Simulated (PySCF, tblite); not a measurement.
**C7H14O2: geometry, infrared bands and NMR shifts**

Wanted: the infrared bands and NMR shifts of C7H14O2 (`CCC(=O)[C@@H](C)COC`), by calculation.

Programs: tblite 0.8.0 and PySCF 2.14.0, with density-fitted response routines of our own. Each step states its level of theory. These are calculated values for one molecule in the gas phase, unless marked as measured. Atoms count from 0, in the outputs and in this text.

**1. The molecule as given**

23 atoms, charge 0, multiplicity 1; geometry from: force field or distance geometry start.

Bonds of the start (Å): C0–C1 1.53, C1–C2 1.52, C2–O3 1.22, C2–C4 1.53, C4–C5 1.53, C4–C6 1.52, C6–O7 1.43, O7–C8 1.42, C0–H9 1.09, C0–H10 1.10, C0–H11 1.09, C1–H12 1.09, C1–H13 1.09, C4–H14 1.10, C5–H15 1.08, C5–H16 1.10, C5–H17 1.10, C6–H18 1.11, C6–H19 1.09, C8–H20 1.10, C8–H21 1.10, C8–H22 1.10.

**2. Optimising the geometry with GFN2-xTB**

The job: settings as JSON, then the geometry in Å.

```
{"job": {"kind": "relax", "xc": "GFN2-xTB", "basis": "xTB"}, "charge": 0, "multiplicity": 1}
C      3.119400     0.636600     0.156500
C      1.806300     0.421600    -0.605500
C      0.921200    -0.609100     0.084800
O      1.194900    -1.099900     1.162200
C     -0.382600    -0.965000    -0.635400
C     -0.700900    -2.444800    -0.449300
C     -1.505800    -0.081700    -0.106800
O     -1.353300     1.236500    -0.637200
C     -2.358500     2.109500    -0.150400
H      3.730900     1.368300    -0.362600
H      2.917300     1.014300     1.166200
H      3.673600    -0.296400     0.249900
H      1.264800     1.365800    -0.662200
H      2.040800     0.057600    -1.608100
H     -0.234100    -0.770600    -1.711400
H     -1.579100    -2.732400    -1.017500
H     -0.894300    -2.675100     0.608200
H      0.143600    -3.072300    -0.771200
H     -1.482200    -0.034500     0.998500
H     -2.474400    -0.478400    -0.411500
H     -2.294900     2.213700     0.940500
H     -3.359100     1.758000    -0.433700
H     -2.198600     3.105200    -0.586400
```

Started as:

```bash
OMP_NUM_THREADS=1 python probes_run.py task.json out
```

One launch serves the whole session: the jobs run in the order shown.

**Question.** This job is followed by: GFN2-xTB harmonic vibrations, gas phase; GIAO PBE0/pcSseg-1 NMR shielding, non-relativistic, gas phase. Predict these results of the whole session: strongest single infrared mode (GFN2-xTB); zero-point energy (GFN2-xTB); ¹³C shifts against TMS (PBE0/pcSseg-1); ¹H shifts against TMS (PBE0/pcSseg-1, means over atoms taken as alike); ¹⁷O shifts against H2O (PBE0/pcSseg-1).

The runs gave:

```
                                                              quantity                                               value
                             strongest single infrared mode (GFN2-xTB)                               1772 cm⁻¹, 275 km/mol
                                          zero-point energy (GFN2-xTB)                                      124.3 kcal/mol
                                ¹³C shifts against TMS (PBE0/pcSseg-1)        221.4, 83.1, 61.2, 49.5, 44.0, 13.9, 9.5 ppm
¹H shifts against TMS (PBE0/pcSseg-1, means over atoms taken as alike)  3.48, 3.34, 3.19, 3.15, 2.76, 2.29, 1.01, 1.01 ppm
                                ¹⁷O shifts against H2O (PBE0/pcSseg-1)                                     624.4, 28.6 ppm
```

The optimisation took 91 steps and gained 0.085 eV; among the close pairs (by a distance rule), C6–O7 changed most, from 1.429 to 1.409 Å. All 63 modes are real, so the xTB geometry is a minimum. The strongest single mode, at 1772 cm⁻¹, moves mainly C2 and O3. Unscaled tight-binding wavenumbers are off by several per cent, some by more. Its intensities can rank the bands wrongly. The most deshielded carbon is C2 (ketone carbonyl carbon), at 221.4 ppm: the double bond to the heteroatom, with no lone-pair donor beside it, deshields it most. The most deshielded hydrogen is H20, H21, H22 (mean) (hydrogen on a methyl carbon bonded to O), at 3.48 ppm: its carbon carries O, an electronegative neighbour. At PBE0/pcSseg-1: Shielding is most anisotropic at O3 (span 1274 ppm, paramagnetic term -691 ppm).
